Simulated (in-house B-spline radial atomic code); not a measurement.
**Pr³³⁺: ionisation energy by several methods**

Wanted: one ionisation energy, Pr³³⁺ to configuration [Ar] 3d7, up the ladder of functionals.

Program: in-house B-spline radial atomic code version 1. Level of theory: non-relativistic, several functionals, spin-polarised, exact exchange averaged over the configuration; spherical all-electron atom at the radial basis limit. These are calculated values, not measurements, unless marked.

### 1 Starting point

```
element       : praseodymium (Z = 59)
charge        : +33
electrons     : 26
configuration : [Ar] 3d8
nucleus       : point
```

Outer shells as boxes (Hund's rule):

[Ar] 3d8
```
[Ar] core
3d [↑↓][↑↓][↑↓][↑ ][↑ ]
```

Where spins are not typed, each open shell is filled with up spins first.

### 2 CAM-B3LYP, a range-separated hybrid

Settings of the run:

```ini
Z = 59
electrons = 26.0
configuration = [Ar] 3d8
hamiltonian = nr
method = camb3lyp
spin_polarised = True
exact_exchange = averaged over the configuration
```

Run with:

```console
$ python run_scf.py task.json out
```

The settings of every run stand in task.json; they run in order.

### 3 PBE0, a global hybrid

The settings differ from step 2 so:

```diff
@@ -4,3 +4,3 @@
 hamiltonian = nr
-method = camb3lyp
+method = pbe0
 spin_polarised = True
```

### 4 B3LYP, a global hybrid

The settings differ from step 3 so:

```diff
@@ -4,3 +4,3 @@
 hamiltonian = nr
-method = pbe0
+method = b3lyp
 spin_polarised = True
```

**Question.** The tabulated ionisation energy is 2202 ± 5 eV (tabulated theoretical; NIST Atomic Spectra Database). What does each method give, and which comes nearest?

The runs gave:

| method | rung | total energy (hartree) | ΔSCF (eV) | −ε highest (eV) | ΔSCF less tabulated (eV) |
| --- | --- | --- | --- | --- | --- |
| PBE0 | global hybrid | -8259.6596 | 2213.52 | 2179.71 (3d down) | +11.52 |
| B3LYP | global hybrid | -8259.9705 | 2213.60 | 2177.26 (3d down) | +11.60 |
| CAM-B3LYP | range-separated hybrid | -8260.3247 | 2213.49 | 2178.99 (3d down) | +11.49 |

What this shows: Against the tabulated ionisation energy, 2202 ± 5 eV (tabulated theoretical; NIST Atomic Spectra Database), the best here is CAM-B3LYP (+11.49 eV) and the worst B3LYP (+11.60 eV, or 0.53 %). All methods miss on the same side by much the same amount, which points to something that they share. These runs lack relativity altogether, which can outweigh the gaps between the methods, so the nearest may be so by luck. These runs leave out relativity, which matters at this nuclear charge. Open shells are averaged (over orientations, and over spins where the run is restricted), while tables refer to the lowest levels.
